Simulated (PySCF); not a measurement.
# CBr2F2: the cost of one run

Computed with PySCF 2.14.0 and routines of our own; the level stands in each step. Atoms count from 0.

## (1) The starting structure

5 atoms, charge 0, multiplicity 1; geometry from: GFN2-xTB.

## (2) Optimising the geometry at PBE0-D3(BJ)/def2-SVP

What the job is given:

```
{"job": {"xc": "PBE0", "basis": "def2-SVP", "d3": "d3bj", "grid": 1, "maxiter": 30, "shake": 0.01, "kind": "geom"}, "charge": 0, "multiplicity": 1}
F      0.020330    -0.956990    -1.046400
C     -0.006550    -0.133330    -0.002400
F     -0.053510    -0.876850     1.082120
Br     1.661210     0.938920    -0.005290
Br    -1.587910     0.994280    -0.065920
```

Launch:

```
$ OMP_NUM_THREADS=1 python heavy_run.py task.json out
```

This one command runs all jobs of the session in turn.

Q: Estimate the wall time and peak memory of this first job on 1 thread of Arm Neoverse N1, shared host.

About 50 s, with a peak of 0.43 GiB.
